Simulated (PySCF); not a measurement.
# GeH7NSi: the cost of one run

Programs: PySCF 2.14.0, with density-fitted response routines of our own. Each step states its level of theory. These are calculated values for one molecule in the gas phase, unless marked as measured. Atoms count from 0, in the outputs and in this text.

## Step 1: The molecule as given

10 atoms, charge 0, multiplicity 1; geometry from: PBE0-D3(BJ)/def2-SVP.

Bonds of the start (Å): N0–Si1 1.74, Si1–Ge2 2.38, N0–H3 1.01, N0–H4 1.01, Si1–H5 1.51, Si1–H6 1.50, Ge2–H7 1.54, Ge2–H8 1.54, Ge2–H9 1.54.

## Step 2: Nuclear shieldings: PBE0/6-31G*

The job: settings as JSON, then the geometry in Å.

```
{"job": {"kind": "nmr", "xc": "PBE0", "basis": "6-31G*", "pop": true}, "charge": 0, "multiplicity": 1}
N      1.642993     0.713003     0.485993
Si     0.630449    -0.662977     0.175658
Ge    -1.630297     0.070578     0.305942
H      2.637633     0.574399     0.630687
H      1.479114     1.568396    -0.033602
H      0.817221    -1.342917    -1.154016
H      0.918865    -1.689079     1.224094
H     -2.607268    -1.055434    -0.086680
H     -1.855815     1.250491    -0.664069
H     -1.984338     0.552862     1.725442
```

With the program's defaults for keys left out, this is: GIAO PBE0/6-31G* NMR shielding, non-relativistic, gas phase.

The run is started by

```
OMP_NUM_THREADS=1 python probes_run.py task.json out
```

The driver reads the jobs from task.json and runs them one after another.

**Question.** How long does this first job take on 1 thread of Arm Neoverse V1, shared host, and how much memory does it need?

About 6.5 s, with a peak of 0.48 GiB.
